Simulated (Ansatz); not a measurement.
# Al2CdO6: one candidate of a structure search, part 2 of 3

The task: take a trial cell of Al2CdO6 to zero force and stress.

Ansatz 0.2.0; DFT PBE, scalar-relativistic, plane waves, PAW.

## Step 4: Final relaxation

Contents of input.yaml:

```yaml
crystal:
  lattice:
    - [0.0, 3.75861833, 3.75861833]
    - [3.75861833, 0.0, 3.75861833]
    - [3.75861833, 3.75861833, 0.0]
  atoms:
    - { symbol: Al, position: [0.75, 0.75, 0.75] }
    - { symbol: Al, position: [0.25, 0.25, 0.25] }
    - { symbol: Cd, position: [0.0, 0.0, 0.0] }
    - { symbol: O, position: [0.5, 0.0, 0.0], spin: 0.65 }
    - { symbol: O, position: [0.0, 0.5, 0.5], spin: 0.65 }
    - { symbol: O, position: [0.0, 0.5, 0.0], spin: 0.65 }
    - { symbol: O, position: [0.5, 0.0, 0.5], spin: 0.65 }
    - { symbol: O, position: [0.0, 0.0, 0.5], spin: 0.65 }
    - { symbol: O, position: [0.5, 0.5, 0.0], spin: 0.65 }
basis:
  ecutwfc: 420
kpoints:
  mp_grid: { grid: [10, 10, 10] }
hamiltonian:
  xc: pbe
scf:
  occupations: { method: gaussian, width: 0.1 }
output:
  forces: true
  stress: true
  eigenvalues: true
  populations: true
  write_density: true
  write_potential: true
  elf: true
  volumetric_format: npy
magnetization:
  spin_polarized: true
relax:
  adjacent_minimum: "off"
  f_tol: 0.01
  max_steps: 80
  cell: { stress_tol: 0.05 }
```

On the command line:

```sh
ansatz run input.yaml --threads 1 --pin off --max-ram 2048MiB --backend cpu --events-out ev --progress --plain --runs-dir out
```

The program printed:

```text
Warning: RAYON_NUM_THREADS=1 ignored (pool sized by the plan → 1); use --threads N
Engine: ansatz 0.2.0, aarch64-unknown-linux-gnu
Pseudopotentials: kind: paw
Pseudopotential: Al, paw, valence charge 3, recommended cutoff 420 eV (normal), Al.paw.azcp
Pseudopotential: Cd, paw, valence charge 20, recommended cutoff 420 eV (normal), Cd.paw.azcp
Pseudopotential: O, paw, valence charge 6, recommended cutoff 420 eV (normal), O.paw.azcp
Functional definition: PBE
  parameter kappa = 0.804
  parameter beta = 0.06672455060314922
  exchange = pbe_x(kappa = kappa, mu = beta*pi^2/3)
  correlation = pbe_c(beta = beta)
Crystal: 9 atoms, lattice volume = 106.198 Å³
Basis set: ecut = 420 eV, 2085 PW (Γ), exchange–correlation on 72×72×72 points (8 copies of the dense FFT grid, shifted against one another)
Bands: 42, of which v1, the nominal top of the filled ones, is band 31 counted from 1 (30 counted from 0)
Symmetry: 48 space group operations
Space group: Fm-3m (ITA 225), of the structure as read, at distance tolerance 4.7e-5 Å
Magnetic group: BNS 225.116 (UNI 1618), of the structure as read, at distance tolerance 4.7e-5 Å
k-points: 47 of 1000
Non-local potential: Al, projectors of the file, l = 0: 2, l = 1: 2, l = 2: 1
Non-local potential: Cd, projectors of the file, l = 0: 3, l = 1: 2, l = 2: 2, l = 3: 1
Non-local potential: O, projectors of the file, l = 0: 2, l = 1: 2, l = 2: 1
PAW form: soft (Blöchl's): semilocal exchange-correlation on the pseudo side does not see the compensation charge
PAW one-centre angular grid: Al, 110 points (default); XC on 64 Gauss nodes
PAW one-centre angular grid: Cd, 590 points (default); XC on 64 Gauss nodes
PAW one-centre angular grid: O, 110 points (default); XC on 64 Gauss nodes
Initial density: superposition of atomic densities (chi_scale 0.1, normalization cell, long waves kept (reshape's long-wave potential 0.09 eV rms))
Starting moments: Σ|m| = 3.9 μB on 6 of 9 sites
Initial wavefunctions: pseudopotential atomic-orbital guess
Functional: x = pbe(κ = 0.804, μ = 0.2195149727645171), c = pbe(β = 0.06672455060314922)
SCF iter   1: F=—  HF=-12734.921957 eV  |F-HF|=—  |Δ(HF+E_count)|=         —  Δρ=6.02e-2 (↑4.98e-2 ↓6.02e-2)  dr2=9.78e0  dr2_m=3.68e-1  M=3.602 μB ∫|m|=3.798 μB  β_m=1.00  ethr=3.10e-3  ⟨swp⟩=6.4  Hψ=15935  notcnv=0  defer=111
preconditioner: auto → Kerker (q_TF=auto, 2.494 Å⁻¹)  [metal: Δε(μ)=0.000 eV  Ē_g=15.736 eV  σ=0.100 eV  W_gap=0.00  n_scr=26 (ndim 8)  ℏωp=26.5 eV  f_vac=0.059  D(μ)=8.16/eV (n_scr^D=88)]
spin=Collinear: Kerker preconditioning applied to the charge; magnetization (m = ρ↑ − ρ↓) channel mixes plain (no charge-response kernel on spin).
SCF iter   2: F=—  HF=-12733.067450 eV  |F-HF|=—  |Δ(HF+E_count)|=    1.85e0  Δρ=3.58e-2 (↑3.31e-2 ↓3.58e-2)  dr2=4.66e0  dr2_m=7.52e-2  M=3.982 μB ∫|m|=4.210 μB  β_m=1.00  ethr=3.10e-3  ⟨swp⟩=2.1  Hψ=8198  notcnv=0  defer=365
SCF iter   3: F=—  HF=-12731.553401 eV  |F-HF|=—  |Δ(HF+E_count)|=    1.51e0  Δρ=1.25e-2 (↑1.23e-2 ↓1.25e-2)  dr2=5.47e-1  dr2_m=8.70e-4  M=4.000 μB ∫|m|=4.236 μB  β_m=1.00  ethr=3.10e-3  ⟨swp⟩=3.0  Hψ=7526  notcnv=0  defer=365
SCF iter   4: F=—  HF=-12731.474564 eV  |F-HF|=—  |Δ(HF+E_count)|=   7.88e-2  Δρ=4.40e-3 (↑4.40e-3 ↓4.23e-3)  dr2=2.11e-1  dr2_m=5.06e-4  M=4.000 μB ∫|m|=4.237 μB  β_m=1.00  ethr=8.81e-4  ⟨swp⟩=2.2  Hψ=7735  notcnv=0  defer=345
SCF iter   5: F=—  HF=-12731.440040 eV  |F-HF|=—  |Δ(HF+E_count)|=   3.45e-2  Δρ=4.85e-3 (↑3.64e-3 ↓4.85e-3)  dr2=5.12e-2  dr2_m=1.86e-3  M=4.000 μB ∫|m|=4.232 μB  β_m=0.30  ethr=3.40e-4  ⟨swp⟩=2.2  Hψ=6785  notcnv=0  defer=347
Mixer restart at iter 5: flushing history
spin-set hold released at iteration 5 (site moments contracting): the magnetisation degrees of freedom join the quasi-Newton model from the next iteration; the mixer history was flushed
SCF iter   6: F=—  HF=-12731.453615 eV  |F-HF|=—  |Δ(HF+E_count)|=   1.36e-2  Δρ=3.67e-3 (↑2.81e-3 ↓3.67e-3)  dr2=3.79e-2  dr2_m=1.12e-3  M=4.000 μB ∫|m|=4.234 μB  β_m=0.65  ethr=8.25e-5  ⟨swp⟩=1.0  Hψ=4556  notcnv=0  defer=343
SCF iter   7: F=—  HF=-12731.473332 eV  |F-HF|=—  |Δ(HF+E_count)|=   1.97e-2  Δρ=8.67e-4 (↑7.70e-4 ↓8.67e-4)  dr2=9.35e-3  dr2_m=6.64e-5  M=4.000 μB ∫|m|=4.242 μB  β_m=0.82  ethr=6.11e-5  ⟨swp⟩=1.8  Hψ=4287  notcnv=0  defer=343
SCF iter   8: F=—  HF=-12731.477921 eV  |F-HF|=—  |Δ(HF+E_count)|=   4.59e-3  Δρ=6.45e-4 (↑4.51e-4 ↓6.45e-4)  dr2=1.72e-3  dr2_m=8.09e-5  M=4.000 μB ∫|m|=4.242 μB  β_m=0.89  ethr=1.51e-5  ⟨swp⟩=2.3  Hψ=5468  notcnv=0  defer=343
SCF iter   9: F=—  HF=-12731.480143 eV  |F-HF|=—  |Δ(HF+E_count)|=   2.22e-3  Δρ=3.34e-4 (↑1.35e-4 ↓3.34e-4)  dr2=1.09e-4  dr2_m=3.03e-5  M=4.000 μB ∫|m|=4.242 μB  β_m=0.95  ethr=2.77e-6  ⟨swp⟩=2.5  Hψ=6589  notcnv=0  defer=343
SCF iter  10: F=—  HF=-12731.480343 eV  |F-HF|=—  |Δ(HF+E_count)|=   2.00e-4  Δρ=6.37e-5 (↑5.33e-5 ↓6.37e-5)  dr2=2.60e-5  dr2_m=6.09e-7  M=4.000 μB ∫|m|=4.242 μB  β_m=0.97  ethr=1.75e-7  ⟨swp⟩=2.1  Hψ=6116  notcnv=0  defer=343
SCF iter  11: F=—  HF=-12731.480227 eV  |F-HF|=—  |Δ(HF+E_count)|=   1.15e-4  Δρ=3.66e-5 (↑3.17e-5 ↓3.66e-5)  dr2=4.38e-6  dr2_m=1.18e-7  M=4.000 μB ∫|m|=4.242 μB  β_m=0.99  ethr=4.19e-8  ⟨swp⟩=2.2  Hψ=5701  notcnv=0  defer=343
SCF iter  12: F=—  HF=-12731.480230 eV  |F-HF|=—  |Δ(HF+E_count)|=   2.99e-6  Δρ=2.48e-5 (↑1.74e-5 ↓2.48e-5)  dr2=1.15e-6  dr2_m=1.23e-7  M=4.000 μB ∫|m|=4.242 μB  β_m=0.99  ethr=7.06e-9  ⟨swp⟩=2.0  Hψ=6047  notcnv=0  defer=343
iter 13 did not close the SCF: its close was put off until two iterations running show no level that it waits for move by more than its bar (scf_convergence_deferred on its scf_iter line)
SCF iter  13: F=-12731.480231 eV  HF=-12731.480231 eV  |F-HF|=6.02e-9  |Δ(HF+E_count)|=   5.64e-7  Δρ=6.18e-6 (↑2.60e-6 ↓6.18e-6)  dr2=6.67e-8  dr2_m=9.84e-9  M=4.000 μB ∫|m|=4.242 μB  β_m=1.00  ethr=1.61e-10  ⟨swp⟩=16.4  Hψ=30157  notcnv=0
iter 14 did not close the SCF: its close was put off until two iterations running show no level that it waits for move by more than its bar (scf_convergence_deferred on its scf_iter line)
SCF iter  14: F=-12731.480231 eV  HF=-12731.480231 eV  |F-HF|=3.64e-11  |Δ(HF+E_count)|=   2.52e-8  Δρ=8.53e-7 (↑6.02e-7 ↓8.53e-7)  dr2=1.82e-9  dr2_m=7.82e-11  M=4.000 μB ∫|m|=4.242 μB  β_m=1.00  ethr=1.08e-10  ⟨swp⟩=5.9  Hψ=21883  notcnv=0
SCF iter  15: F=-12731.480231 eV  HF=-12731.480231 eV  |F-HF|=2.22e-10  |Δ(HF+E_count)|=  1.22e-10  Δρ=2.71e-7 (↑1.32e-7 ↓2.71e-7)  dr2=1.06e-10  dr2_m=1.29e-11  M=4.000 μB ∫|m|=4.242 μB  ethr=2.93e-12  ⟨swp⟩=4.8  Hψ=18147  notcnv=0
SCF 1 converged in 15 iterations: F = -12731.480231 eV  dr2 = 1.06e-10
relax step   1: F+E_penalty+E_count = -12731.48023095 eV  Δ(F+E_penalty+E_count) = +0.000e0 eV  max|allowed force component| = 4.658e-19 eV/Å  Δτ_max = 0.0000 Å  P = -2.955 GPa  Ω = 106.198 Å³  (15 SCF iters, dr2 threshold 1.00e-7 eV, accepted)
[... 18 lines left out ...]
relax step   2: F+E_penalty+E_count = -12731.50172693 eV  Δ(F+E_penalty+E_count) = -2.150e-2 eV  max|allowed force component| = 2.072e-18 eV/Å  Δτ_max = 0.0000 Å  P = -1.442 GPa  Ω = 105.028 Å³  energy of the carried Pulay correction = +5.396e-3 eV  (8 SCF iters, dr2 threshold 9.00e-7 eV, accepted)
[... 15 lines left out ...]
relax step   3: F+E_penalty+E_count = -12731.51162088 eV  Δ(F+E_penalty+E_count) = -9.894e-3 eV  max|allowed force component| = 2.361e-18 eV/Å  Δτ_max = 0.0000 Å  P = +0.042 GPa  Ω = 103.937 Å³  energy of the carried Pulay correction = +1.048e-2 eV  (8 SCF iters, dr2 threshold 9.00e-7 eV, accepted)
[... 11 lines left out ...]
relax step   4: F+E_penalty+E_count = -12731.50206768 eV  Δ(F+E_penalty+E_count) = +9.553e-3 eV  max|allowed force component| = 2.996e-18 eV/Å  Δτ_max = 0.0000 Å  P = -0.119 GPa  Ω = 103.937 Å³  stress off target by 1.19e-1 GPa  SCF on the basis re-selected at this cell (its energy is not comparable with the rows above)  (6 SCF iters)
[... 11 lines left out ...]
relax step   5: F+E_penalty+E_count = -12731.50250686 eV  Δ(F+E_penalty+E_count) = -4.392e-4 eV  max|allowed force component| = 2.891e-18 eV/Å  Δτ_max = 0.0000 Å  P = -0.000 GPa  Ω = 103.850 Å³  energy of the carried Pulay correction = +4.071e-4 eV  (5 SCF iters, dr2 threshold 3.52e-8 eV, accepted)
[... 8 lines left out ...]
relax step   6: F+E_penalty+E_count = -12731.50239387 eV  Δ(F+E_penalty+E_count) = +1.130e-4 eV  max|allowed force component| = 2.522e-18 eV/Å  Δτ_max = 0.0000 Å  P = -0.003 GPa  Ω = 103.850 Å³  stress off target by 3.09e-3 GPa  SCF on the basis re-selected at this cell (its energy is not comparable with the rows above)  (5 SCF iters)
basis re-selected at this cell: Δ(F+E_penalty+E_count) = +1.130e-4 eV, ΔP = -0.003 GPa vs the last step (what re-selecting the basis moved, of the pressure what is left beyond the Pulay correction that the steps carried, after the strain that the cell walked since its last selection, with what the two solves' SCF thresholds leave and, on support functions, any second-order correction that the steps lacked; it is no measure of the basis error at this ecutwfc). This SCF's stress stands 3.09e-3 GPa from its target on what of the cell is left free (relax.cell.stress_tol is 5.00e-2 GPa) and its largest allowed force component is 2.52e-18 eV/Å (relax.f_tol is 1.00e-2 eV/Å): within both
SCF converged after 5 iterations
Magnetization: 4.0000 μB (33.0000 up, 29.0000 down)
Absolute magnetization: 4.2333 μB (∫|ρ↑−ρ↓|, with the PAW one-centre terms)
Spin contamination: 0.0183 ħ² per cell (⟨S²⟩ above its minimum at these occupations)
Per-site moments (μB) at R_I (Å): [(-0.009123738413615117, 0.7694609978002586), (-0.009123738413615062, 0.7694609978002587), (-0.007995645042092136, 1.0881821788062602), (0.5888437389732669, 0.7694609978002587), (0.5888437389732661, 0.7694609978002586), (0.5888437389732661, 0.7694609978002587), (0.5888437389732659, 0.7694609978002586), (0.5888437389732667, 0.7694609978002587), (0.5888437389732661, 0.7694609978002586)]
Free energy (F): -12731.502394 eV
Harris-Foulkes:  -12731.502394 eV  (|F-HF|=9.09e-12)
Internal energy: -12731.475546 eV  (E = F + TS)
E sigma→0 (E₀):  -12731.488970 eV
Entropy (-TS):   -0.026848 eV (-2.983 meV/atom)
Fermi energy:    5.680391 eV
--- Per-component energies (eV) ---
  E_band       = -574.421266
  E_kinetic    = 1601.047137
  E_local      = -5969.730878  (includes V_loc(G=0)·N_el)
  E_nonlocal   = 346.278307
  E_hartree    = 2526.360081
  E_xc         = -695.394667
  E_vxc        = -839.558054  (∫ρ·V_xc dr)
  E_paw        = -5968.333612  (= ΣΔE_a)
  E_vpaw       = -765.191876  (= ΣTr[D̂ρ^β])
  E_aug_tail   = 0.014405  (compensation charges beyond the density's cutoff)
  E_ewald      = -4571.716318
  E_smearing   = -0.026848  (= −TS)
  E_closure    = -0.000000  (closes the sum)
  Σ components = -12731.502394   (vs F -12731.502394, Δ=0.00e0)
--- Forces (eV/Å), atoms counted from 1 ---
  atom   1  Al    -0.00000000    -0.00000000    -0.00000000
  atom   2  Al     0.00000000     0.00000000     0.00000000
  atom   3  Cd    -0.00000000     0.00000000    -0.00000000
  atom   4  O      0.00000000     0.00000000     0.00000000
  atom   5  O      0.00000000     0.00000000     0.00000000
  atom   6  O      0.00000000    -0.00000000     0.00000000
  atom   7  O      0.00000000     0.00000000    -0.00000000
  atom   8  O      0.00000000    -0.00000000    -0.00000000
  atom   9  O      0.00000000    -0.00000000     0.00000000
  max |Σ_I F_I| component: 7.23e-19 eV/Å
--- Stress (GPa, compression-positive) ---
       -0.003091       0.000000      -0.000000
        0.000000      -0.003091       0.000000
        0.000000       0.000000      -0.003091
  P = ⅓ Tr σ = -0.0031 GPa (-0.031 kbar)
--- Band table (eV; the first three rows and the last of 94) ---
  k-point 0 ↑: bands = ["-95.1117", "-56.1984", "-56.1984", "-56.1984", "-13.2652", "-11.6257", "-11.6257", "-11.6257", "-10.9748", "-10.9748", "-1.8312", "-0.9405", "-0.9405", "-0.9324", "-0.9324", "-0.9324", "0.5302", "0.5302", "0.5302", "1.4170", "1.4170", "1.4170", "3.7259", "3.7259", "4.2208", "4.2208", "4.2208", "4.6533", "4.6533", "4.6533", "5.3422", "5.3422", "5.3422", "7.3141", "13.7292", "14.9935", "17.2429", "17.2429", "17.2429", "17.5060", "17.5060", "17.5060"]
[... 3 lines left out ...]
--- Relaxed structure (4 steps of the walk, 4 accepted, 2 SCFs on fresh bases) ---
  F+E_penalty+E_count = -12731.50239387 eV   max|allowed force component| = 2.522e-18 eV/Å   (the final SCF, on the basis selected at the relaxed cell)
  cell:  # Å, volume = 103.8503 Å³
    - [3.1846075205597433e-35, 3.7307199893345877, 3.7307199893345877]
    - [3.7307199893345877, 1.5445346474714757e-34, 3.7307199893345877]
    - [3.7307199893345877, 3.7307199893345877, 2.0699948883638334e-35]
  atoms:
    - { symbol: Al, position: [0.75, 0.75, 0.75] }
    - { symbol: Al, position: [0.25, 0.25, 0.25] }
    - { symbol: Cd, position: [-1.7224594841409726e-35, 2.294026696123187e-35, 6.814251765019138e-36] }
    - { symbol: O, position: [0.5, 0.0, 0.0] }
    - { symbol: O, position: [0.0, 0.5, 0.5] }
    - { symbol: O, position: [0.0, 0.5, 0.0] }
    - { symbol: O, position: [0.5, 0.0, 0.5] }
    - { symbol: O, position: [1.8047505454899518e-35, 1.8047505454899518e-35, 0.5] }
    - { symbol: O, position: [0.5, 0.5, 0.0] }
--- Löwdin populations: 9 sites ---
  site symbol       q [e]    m [muB]
     0     Al      1.8549    -0.0679
     1     Al      1.8549    -0.0679
     2     Cd     18.3832    -0.0283
     3      O      6.5914     0.7021
     4      O      6.5914     0.7021
     5      O      6.5914     0.7021
     6      O      6.5914     0.7021
     7      O      6.5914     0.7021
     8      O      6.5914     0.7021
  spilling = 0.005785 (of n_electrons = 62.000000)
```

Wall time 3 min (1 thread of Arm Neoverse V2, shared host); peak memory 0.58 GiB.

Relaxation path:

| step | E - E(step 1) (eV/cell) | largest force component (eV/Å) | pressure (GPa) | volume (Å³) |
| --- | --- | --- | --- | --- |
| 1 | 0.0000 | 0.0000 | -2.95 | 106.20 |
| 2 | -0.0215 | 0.0000 | -1.44 | 105.03 |
| 3 | -0.0314 | 0.0000 | 0.04 | 103.94 |
| 4 | -0.0218 | 0.0000 | -0.12 | 103.94 |
| 5 | -0.0223 | 0.0000 | 0.00 | 103.85 |
| 6 | -0.0222 | 0.0000 | 0.00 | 103.85 |

Step 1 is the start. Steps 4, 6 each repeat the geometry before them on a plane-wave basis chosen anew, so the energy can jump there without any move.

Lengths and angles in the start's conventional setting:

|  | before | after | change |
| --- | --- | --- | --- |
| a (Å) | 7.517 | 7.461 | -0.7 % |
| b (Å) | 7.517 | 7.461 | -0.7 % |
| c (Å) | 7.517 | 7.461 | -0.7 % |
| volume (Å³/atom) | 11.80 | 11.54 | -2.2 % |
| shortest distance (Å) | 1.879 | 1.865 | -0.7 % |
| space group (0.01 Å) | Fm-3m | Fm-3m | same |

The run keeps the 48 symmetry operations of the start, so it could not have lowered the symmetry.

By site:

```csv
atom,moment in the atom's sphere (μB),Löwdin electrons
Al1,-0.01,1.85
Al2,-0.01,1.85
Cd3,-0.01,18.38
O4,0.59,6.59
O5,0.59,6.59
O6,0.59,6.59
O7,0.59,6.59
O8,0.59,6.59
O9,0.59,6.59
```

The Löwdin counts miss 0.36 of the 62 electrons, which the atomic orbitals do not span, so they are no charges.

Axes a, b and c in the maps are those of this run's conventional cell (a, b, c = 7.461, 7.461, 7.461 Å).

Density in a lattice plane of the grid's cell (edges 7.46 and 7.46 Å, at 0.250 of the third edge), which holds Al and O.

Ten even steps from '0' (0.04 e/Å³) to '9' (7.25 e/Å³):
```
000014641000000014641000
000001110000000001110000
100000000000100000000000
641000000014641000000014
972000000027972000000027
641000000014641000000014
100000000000100000000000
000001110000000001110000
000014641000000014641000
000027972000000027972000
000014641000000014641000
000001110000000001110000
100000000000100000000000
641000000014641000000014
972000000027972000000027
641000000014641000000014
100000000000100000000000
000001110000000001110000
000014641000000014641000
000027972000000027972000
```
Columns run along the first of these edges and rows up along the second, over one cell in 24 and 20 even steps from the bottom left corner. Atoms in the plane (fractional): Al at (0.25, 0.75), Al at (0.75, 0.25), Al at (0.25, 0.25), Al at (0.75, 0.75), O at (0.00, 0.25), O at (0.50, 0.75), O at (0.00, 0.75), O at (0.50, 0.25), O at (0.25, 1.00), O at (0.75, 0.50), O at (0.25, 0.50), O at (0.75, 1.00).

ELF in the same plane.

Ten even steps from ' ' (0.01) to '@' (0.87):
```
    ..++%%@@%%@@%%++..      ..++%%@@%%@@%%++..  
--::....++@@@@@@++....::--::....++@@@@@@**....::
%%%%++::..==++==..::++%%%%%%++::..==++==..::++%%
##@@@@**..      ..**@@@@##@@@@**..      ..**@@@@
==##@@%%::      ::%%@@##==##@@%%::      ::%%@@##
##@@@@**..      ..**@@@@##@@@@**..      ..**@@@@
%%%%++::..==++==..::++%%%%%%++::..==++==..::++%%
--::....**@@@@@@++....::--::....++@@@@@@++....::
    ..++%%@@%%@@%%++..      ..++%%@@%%@@%%++..  
    ..**@@##==##@@**..      ..**@@##==##@@**..  
    ..++%%@@%%@@%%++..      ..++%%@@%%@@%%++..  
--::....++@@@@@@**....::--::....++@@@@@@++....::
%%%%++::..==++==..::++%%%%%%++::..==++==..::++%%
##@@@@**..      ..**@@@@##@@@@**..      ..**@@@@
==##@@%%::      ::%%@@##==##@@%%::      ::%%@@##
##@@@@**..      ..**@@@@##@@@@**..      ..**@@@@
%%%%++::..==++==..::++%%%%%%++::..==++==..::++%%
--::....++@@@@@@++....::--::....**@@@@@@++....::
    ..++%%@@%%@@%%++..      ..++%%@@%%@@%%++..  
    ..**@@##==##@@**..      ..**@@##==##@@**..  
```
Columns run along the first of these edges and rows up along the second, over one cell in 24 and 20 even steps from the bottom left corner. Atoms in the plane (fractional): Al at (0.25, 0.75), Al at (0.75, 0.25), Al at (0.25, 0.25), Al at (0.75, 0.75), O at (0.00, 0.25), O at (0.50, 0.75), O at (0.00, 0.75), O at (0.50, 0.25), O at (0.25, 1.00), O at (0.75, 0.50), O at (0.25, 0.50), O at (0.75, 1.00).

Both are smooth fields of the valence electrons: close to the nuclei they are not physical.

Spin density (up less down) in a lattice plane of the grid's cell (edges 7.46 and 7.46 Å, at 0.250 of the third edge), which holds Al and O.

Values in e/Å³, 12 rows by 12 columns:
```
 0.01  0.00  0.03  0.05  0.03  0.00  0.01  0.00  0.03  0.05  0.03  0.00
 0.29  0.03  0.00  0.00 -0.01  0.03  0.29  0.03  0.00  0.00 -0.01  0.03
 1.02  0.05  0.00  0.00  0.00  0.05  1.02  0.05  0.00  0.00  0.00  0.05
 0.29  0.03 -0.01  0.00  0.00  0.03  0.29  0.03 -0.01  0.00  0.00  0.03
 0.01  0.00  0.03  0.05  0.03  0.00  0.01  0.00  0.03  0.05  0.03  0.00
 0.00  0.01  0.29  1.02  0.29  0.01  0.00  0.01  0.29  1.02  0.29  0.01
 0.01  0.00  0.03  0.05  0.03  0.00  0.01  0.00  0.03  0.05  0.03  0.00
 0.29  0.03  0.00  0.00 -0.01  0.03  0.29  0.03  0.00  0.00 -0.01  0.03
 1.02  0.05  0.00  0.00  0.00  0.05  1.02  0.05  0.00  0.00  0.00  0.05
 0.29  0.03 -0.01  0.00  0.00  0.03  0.29  0.03 -0.01  0.00  0.00  0.03
 0.01  0.00  0.03  0.05  0.03  0.00  0.01  0.00  0.03  0.05  0.03  0.00
 0.00  0.01  0.29  1.02  0.29  0.01  0.00  0.01  0.29  1.02  0.29  0.01
```
Columns run along the first of these edges and rows up along the second, over one cell in 12 and 12 even steps from the bottom left corner. Atoms in the plane (fractional): Al at (0.25, 0.75), Al at (0.75, 0.25), Al at (0.25, 0.25), Al at (0.75, 0.75), O at (0.00, 0.25), O at (0.50, 0.75), O at (0.00, 0.75), O at (0.50, 0.25), O at (0.25, 1.00), O at (0.75, 0.50), O at (0.25, 0.50), O at (0.75, 1.00).

The highest ELF values outside the cores: 0.87 on the O–Al line, 0.6 Å from O.

(Part 2 of 3 ends here.)
